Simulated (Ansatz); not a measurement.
# C2H6AsNSi: the cost of one run

Program: Ansatz 0.2.0, Gaussian basis. Level of theory: the settings change from run to run. These are calculated values, not measurements.

## (1) The relaxed structure

The geometry comes from an earlier relaxation with PBE0-D4 in a triple-zeta def2 set; it is a stationary point, not always the lowest conformer.

SMILES `C#CN[AsH][SiH3]`, 11 atoms, charge 0, spin multiplicity 1.

Atoms are counted from 1 here; the program's logs count them from 0.

Bond lengths: C1–C2 1.204 Å, C1–H6 1.062 Å, C2–N3 1.335 Å, N3–As4 1.882 Å, N3–H7 1.010 Å, As4–Si5 2.382 Å, As4–H8 1.526 Å, Si5–H9 1.489 Å, Si5–H10 1.484 Å, Si5–H11 1.487 Å. Angles: C2–C1–H6 178.9°, C1–C2–N3 177.8°, C2–N3–As4 118.2°, C2–N3–H7 115.0°, As4–N3–H7 117.4°, N3–As4–Si5 97.6°, N3–As4–H8 94.4°, Si5–As4–H8 92.0°, As4–Si5–H9 110.2°, As4–Si5–H10 108.8°, As4–Si5–H11 109.4°, H9–Si5–H10 109.2°, H9–Si5–H11 109.6°, H10–Si5–H11 109.7°.

Geometry (Å):

```mol
C2H6AsNSi
  3D, bonds by distance, orders not assigned

 11 10  0  0  0  0  0  0  0  0999 V2000
    1.8615    2.3972    0.1866 C   0  0
    1.4512    1.3010    0.4684 C   0  0
    1.0331    0.0650    0.7525 N   0  0
    0.6708   -1.1018   -0.6795 As  0  0
   -1.7056   -0.9552   -0.6135 Si  0  0
    2.2354    3.3643   -0.0451 H   0  0
    0.4483   -0.0091    1.5725 H   0  0
    0.6702   -2.3566    0.1889 H   0  0
   -2.1820   -0.9585    0.7967 H   0  0
   -2.1254    0.3098   -1.2669 H   0  0
   -2.2921   -2.1130   -1.3400 H   0  0
  1  2  8  0
  2  3  8  0
  3  4  8  0
  4  5  8  0
  1  6  8  0
  3  7  8  0
  4  8  8  0
  5  9  8  0
  5 10  8  0
  5 11  8  0
M  END
```

## (2) B97/def2-SVP

This run has atoms shaken by 0.03 Å, high accuracy.

File in.yaml:

```yaml
crystal:
  periodic: [false, false, false]
  atoms:
    - {symbol: C, position_ang: [1.859879, 2.386430, 0.172100]}
    - {symbol: C, position_ang: [1.441506, 1.294236, 0.524239]}
    - {symbol: N, position_ang: [1.046736, 0.052873, 0.733329]}
    - {symbol: As, position_ang: [0.682254, -1.111991, -0.713071]}
    - {symbol: Si, position_ang: [-1.695018, -0.909301, -0.619599]}
    - {symbol: H, position_ang: [2.217414, 3.332237, -0.006674]}
    - {symbol: H, position_ang: [0.435448, 0.047221, 1.563831]}
    - {symbol: H, position_ang: [0.652644, -2.336136, 0.194278]}
    - {symbol: H, position_ang: [-2.155521, -0.967538, 0.710368]}
    - {symbol: H, position_ang: [-2.093620, 0.332520, -1.290687]}
    - {symbol: H, position_ang: [-2.328125, -2.157549, -1.347281]}
basis:
  gaussian: {orbitals: def2-SVP}
hamiltonian: {xc: {name: B97}}
accuracy: high
output: {forces: true}
```

Launch:

```bash
> ansatz run in.yaml --threads 4 --pin off --events-out ev --progress --plain --max-ram 10444MiB
```

Q: Estimate wall time and peak memory on 4 threads of AMD EPYC 7R43, shared host.

About 22 s, with a peak of 0.85 GiB.
